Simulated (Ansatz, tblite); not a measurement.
# The cluster Si21H32O: a ladder of methods and basis sets

An exercise on one series of results from a longer session: the logs are not shown, and one member is left open.

Method: as each input shows; program: Ansatz 0.2.0, Gaussian basis.

The runs, in order: GFN2-xTB, PBE-D4/def2-SVP, r2SCAN-D4/def2-SVP, B2PLYP/def2-SVP, r2SCANh-D4/def2-SVP, ωB97M-V/def2-SVP, PBE+5HF/def2-SVP, PBE+10HF/def2-SVP, PBE+15HF/def2-SVP, PBE+35HF/def2-SVP, PBE+50HF/def2-SVP, r2SCAN-D4/def2-mTZVP, HF/STO-3G, HF/6-31G, B3LYP-D4/6-31G, MP2/def2-SVP, RPA/def2-SVP.

## The structure

The singlet was relaxed beforehand with PBE-D4/def2-SVP.

54 atoms, charge 0, spin multiplicity 1.

Bond lengths: Si1–Si13 2.355 Å, Si1–Si14 2.346 Å, Si1–H23 1.512 Å, Si1–H24 1.507 Å, Si2–Si12 2.343 Å, Si2–Si16 2.367 Å, Si2–H25 1.521 Å, Si2–H26 1.504 Å, Si3–Si15 2.343 Å, Si3–Si17 2.351 Å, Si3–H27 1.511 Å, Si3–H28 1.507 Å, Si4–Si13 2.362 Å, Si4–Si18 2.345 Å, Si4–Si19 2.361 Å, Si4–H29 1.517 Å, Si5–Si15 2.359 Å, Si5–Si18 2.339 Å and more. Angles: Si13–Si1–Si14 116.0°, Si13–Si1–H23 101.5°, Si13–Si1–H24 111.1°, Si14–Si1–H23 108.2°, Si14–Si1–H24 112.0°, H23–Si1–H24 107.3°, Si12–Si2–Si16 114.9°, Si12–Si2–H25 88.9°, Si12–Si2–H26 113.5°, Si16–Si2–H25 108.6°, Si16–Si2–H26 119.2°, H25–Si2–H26 106.9°, Si15–Si3–Si17 109.2°, Si15–Si3–H27 101.7°, Si15–Si3–H28 114.2°, Si17–Si3–H27 109.0°, Si17–Si3–H28 114.5°, H27–Si3–H28 107.4° and more.

PBE0-D4/def2-SVP was run before; its log isn't repeated, and its numbers join the tables.

The first run:

Tight binding, by tblite at 300 K electronic temperature and without a spin-polarisation term:

```python
tblite.interface.Calculator('GFN2-xTB', numbers, positions, charge=0, uhf=0).singlepoint()
```

start.molden holds the orbitals of an earlier run on this state, given as this run's starting guess.

File in.yaml:

```yaml
crystal:
  periodic: [false, false, false]
  atoms:
    - {symbol: Si, position_ang: [-3.623331, 1.510255, -0.408388]}
    - {symbol: Si, position_ang: [-1.928383, -3.328242, 1.951140]}
    - {symbol: Si, position_ang: [0.899213, -3.374813, -0.451552]}
    - {symbol: Si, position_ang: [-1.480331, 1.509969, -3.597204]}
    - {symbol: Si, position_ang: [1.007829, -1.032427, -3.371784]}
    - {symbol: O, position_ang: [-1.663950, -1.238346, -1.114502]}
    - {symbol: Si, position_ang: [-0.838887, 1.095391, 2.635633]}
    - {symbol: Si, position_ang: [0.724325, -0.668151, 2.433594]}
    - {symbol: Si, position_ang: [0.420628, 1.464353, -0.587915]}
    - {symbol: Si, position_ang: [3.511244, -0.682134, -0.643471]}
    - {symbol: Si, position_ang: [3.209003, 2.146005, 2.411897]}
    - {symbol: Si, position_ang: [-2.587255, -1.768062, 0.332652]}
    - {symbol: Si, position_ang: [-2.561225, 0.141760, -2.003974]}
    - {symbol: Si, position_ang: [-2.241307, 2.398526, 1.266357]}
    - {symbol: Si, position_ang: [-0.463625, -2.272271, -2.006223]}
    - {symbol: Si, position_ang: [-0.216850, -2.589405, 3.410410]}
    - {symbol: Si, position_ang: [2.048077, -1.778922, 0.836808]}
    - {symbol: Si, position_ang: [-0.257262, 0.079103, -4.995557]}
    - {symbol: Si, position_ang: [-0.225887, 3.001401, -2.264000]}
    - {symbol: Si, position_ang: [2.081558, 0.563090, -2.008706]}
    - {symbol: Si, position_ang: [2.404449, 0.348154, 3.736032]}
    - {symbol: Si, position_ang: [1.881406, 2.932131, 0.599405]}
    - {symbol: H, position_ang: [-4.113145, 2.651851, -1.270490]}
    - {symbol: H, position_ang: [-4.838671, 0.828777, 0.166196]}
    - {symbol: H, position_ang: [-3.270746, -3.135286, 2.639733]}
    - {symbol: H, position_ang: [-1.897085, -4.742499, 1.441641]}
    - {symbol: H, position_ang: [1.884951, -4.078083, -1.354562]}
    - {symbol: H, position_ang: [0.189518, -4.434016, 0.351954]}
    - {symbol: H, position_ang: [-2.719574, 2.031238, -4.300742]}
    - {symbol: H, position_ang: [1.867284, -2.147353, -3.929469]}
    - {symbol: H, position_ang: [-1.676135, 0.617943, 3.812380]}
    - {symbol: H, position_ang: [0.042313, 2.188874, 3.216044]}
    - {symbol: H, position_ang: [4.290219, -1.774266, -1.338961]}
    - {symbol: H, position_ang: [4.476704, 0.167064, 0.140436]}
    - {symbol: H, position_ang: [4.562149, 1.716370, 1.899065]}
    - {symbol: H, position_ang: [3.456076, 3.310091, 3.345564]}
    - {symbol: H, position_ang: [-3.907876, -2.171429, -0.263061]}
    - {symbol: H, position_ang: [-2.752130, -0.486641, 1.096051]}
    - {symbol: H, position_ang: [-3.586031, -0.745274, -2.678984]}
    - {symbol: H, position_ang: [-3.200864, 3.006143, 2.279491]}
    - {symbol: H, position_ang: [-1.460622, 3.544637, 0.685598]}
    - {symbol: H, position_ang: [-1.382589, -3.190071, -2.774726]}
    - {symbol: H, position_ang: [0.791369, -3.705367, 3.518613]}
    - {symbol: H, position_ang: [-0.873912, -2.388985, 4.752710]}
    - {symbol: H, position_ang: [2.869400, -2.635158, 1.781520]}
    - {symbol: H, position_ang: [-1.158676, -0.847768, -5.772547]}
    - {symbol: H, position_ang: [0.621888, 0.841175, -5.952257]}
    - {symbol: H, position_ang: [0.800462, 3.691558, -3.135756]}
    - {symbol: H, position_ang: [-1.217870, 4.054141, -1.822116]}
    - {symbol: H, position_ang: [2.876335, 1.455730, -2.941625]}
    - {symbol: H, position_ang: [1.816686, 0.845917, 5.032509]}
    - {symbol: H, position_ang: [3.512769, -0.624478, 4.059312]}
    - {symbol: H, position_ang: [1.050348, 4.041222, 1.209192]}
    - {symbol: H, position_ang: [2.894824, 3.621679, -0.292966]}
basis:
  gaussian: {orbitals: def2-SVP, fitting: {mean_field: def2-universal-jkfit}, initial_orbitals: start.molden}
hamiltonian: {xc: pbe, dispersion: d4}
scf: {omitted_lower_state_checks: [starts]}
output: {forces: true, orbitals: {seedname: orbitals}}
```

Launch:

```sh
ansatz run in.yaml --threads 2 --pin off --events-out ev --progress --plain --max-ram 32768MiB --backend cuda --devices 0, --max-vram 18GiB
```

Among the steps run: PBE-D4/def2-SVP; r2SCAN-D4/def2-SVP; B2PLYP/def2-SVP; r2SCANh-D4/def2-SVP; ωB97M-V/def2-SVP; PBE+5HF/def2-SVP; PBE+10HF/def2-SVP; PBE+15HF/def2-SVP; PBE+35HF/def2-SVP; PBE+50HF/def2-SVP; r2SCAN-D4/def2-mTZVP; HF/STO-3G; HF/6-31G; B3LYP-D4/6-31G; MP2/def2-SVP; RPA/def2-SVP.

One table of the session follows, with a row left open; its other results are not shown here.

It belongs to the step «Binding energy». 

| level | binding an atom (eV) |
| --- | --- |
| HF/STO-3G | 3.486 |
| HF/6-31G | 1.943 |
| HF/def2-SVP | 2.328 |
| PBE-D4/def2-SVP | 3.229 |
| r2SCAN-D4/def2-SVP | 3.232 |
| r2SCAN-D4/def2-mTZVP | 3.177 |
| r2SCANh-D4/def2-SVP | 3.221 |
| B3LYP-D4/6-31G | ? |
| PBE0-D4/def2-SVP | 3.217 |
| ωB97M-V/def2-SVP | 3.237 |
| MP2/def2-SVP | 2.971 |

Estimate the missing values for B3LYP-D4/6-31G.

As computed: binding an atom (eV): 2.932. In the column «binding an atom (eV)» it lies between HF/def2-SVP (2.328) and MP2/def2-SVP (2.971).

To keep in mind: Free atoms were run apart at each level; binding is atoms less cluster, divided by the number of atoms, without zero-point or spin-orbit terms.
